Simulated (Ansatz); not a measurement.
# C2H9BO2: small, medium and large basis sets

The task here is to estimate one member of a computed series from the others.

The runs use Ansatz 0.2.0, Gaussian basis; one geometry, several basis sets.

Levels to be run: PBE0-D4/def2-SVP; ωB97M-V/def2-SVP; PBE0-D4/def2-QZVPP; ωB97M-V/def2-QZVPP; the functionals' def2-TZVPP values are taken from earlier runs.

### Structure used throughout

All runs share one geometry, relaxed beforehand with PBE0-D4 in a triple-zeta def2 set.

14 atoms, charge 0, spin multiplicity 1.

Atoms are counted from 1 here; the program's logs count them from 0.

Bond lengths: C1–B2 1.571 Å, C1–H6 1.094 Å, C1–H7 1.094 Å, C1–H8 1.097 Å, B2–C3 1.565 Å, B2–O4 1.372 Å, C3–H9 1.093 Å, C3–H10 1.092 Å, C3–H11 1.098 Å, O4–H12 0.961 Å, O5–H13 0.967 Å, O5–H14 0.959 Å. Angles: B2–C1–H6 111.5°, B2–C1–H7 114.8°, B2–C1–H8 108.9°, H6–C1–H7 108.2°, H6–C1–H8 105.6°, H7–C1–H8 107.4°, C1–B2–C3 123.0°, C1–B2–O4 120.4°, C3–B2–O4 116.6°, B2–C3–H9 112.2°, B2–C3–H10 113.1°, B2–C3–H11 108.7°, H9–C3–H10 109.2°, H9–C3–H11 105.8°, H10–C3–H11 107.5°, B2–O4–H12 113.6°, H13–O5–H14 104.8°.

The first run:

The input, in.yaml:

```yaml
crystal:
  periodic: [false, false, false]
  atoms:
    - {symbol: C, position_ang: [-1.141756, 1.568041, 0.809204]}
    - {symbol: B, position_ang: [-0.287751, 0.376767, 0.242975]}
    - {symbol: C, position_ang: [1.229560, 0.182211, 0.575435]}
    - {symbol: O, position_ang: [-0.860847, -0.560315, -0.578979]}
    - {symbol: O, position_ang: [0.836644, -2.375763, -2.088878]}
    - {symbol: H, position_ang: [-0.939124, 1.736374, 1.870709]}
    - {symbol: H, position_ang: [-2.222648, 1.459268, 0.679932]}
    - {symbol: H, position_ang: [-0.842590, 2.492659, 0.300970]}
    - {symbol: H, position_ang: [1.763646, 1.133742, 0.638711]}
    - {symbol: H, position_ang: [1.742424, -0.470440, -0.133823]}
    - {symbol: H, position_ang: [1.316039, -0.276455, 1.568843]}
    - {symbol: H, position_ang: [-1.795610, -0.409056, -0.741150]}
    - {symbol: H, position_ang: [0.218331, -1.784518, -1.638325]}
    - {symbol: H, position_ang: [0.970580, -3.101714, -1.476824]}
basis:
  gaussian: {orbitals: def2-SVP}
hamiltonian: {xc: pbe0, dispersion: d4}
output: {orbitals: {seedname: orbitals}}
```

Command:

```console
$ ansatz run in.yaml --threads 4 --pin off --events-out ev --progress --plain --max-ram 10444MiB
```

Steps of the session up to this table: PBE0-D4 in def2-SVP; ωB97M-V in def2-SVP; PBE0-D4 in def2-QZVPP; ωB97M-V in def2-QZVPP.

One table of the session follows, with a row left open; its other results are not shown here.

It belongs to the step «Functionals by basis». 

| functional | basis | HOMO (eV) | LUMO (eV) |
| --- | --- | --- | --- |
| PBE0-D4 | def2-SVP | -7.67 | 0.55 |
| PBE0-D4 | def2-TZVPP | -8.22 | 0.38 |
| PBE0-D4 | def2-QZVPP | -8.31 | 0.09 |
| ωB97M-V | def2-SVP | ? | ? |
| ωB97M-V | def2-TZVPP | -10.77 | 1.67 |
| ωB97M-V | def2-QZVPP | -10.87 | 1.18 |

Estimate the missing values for ωB97M-V, def2-SVP.

The run gave: HOMO (eV): -10.21; LUMO (eV): 2.66. In the column «HOMO (eV)» it lies between ωB97M-V, def2-TZVPP (-10.77) and PBE0-D4, def2-QZVPP (-8.31).
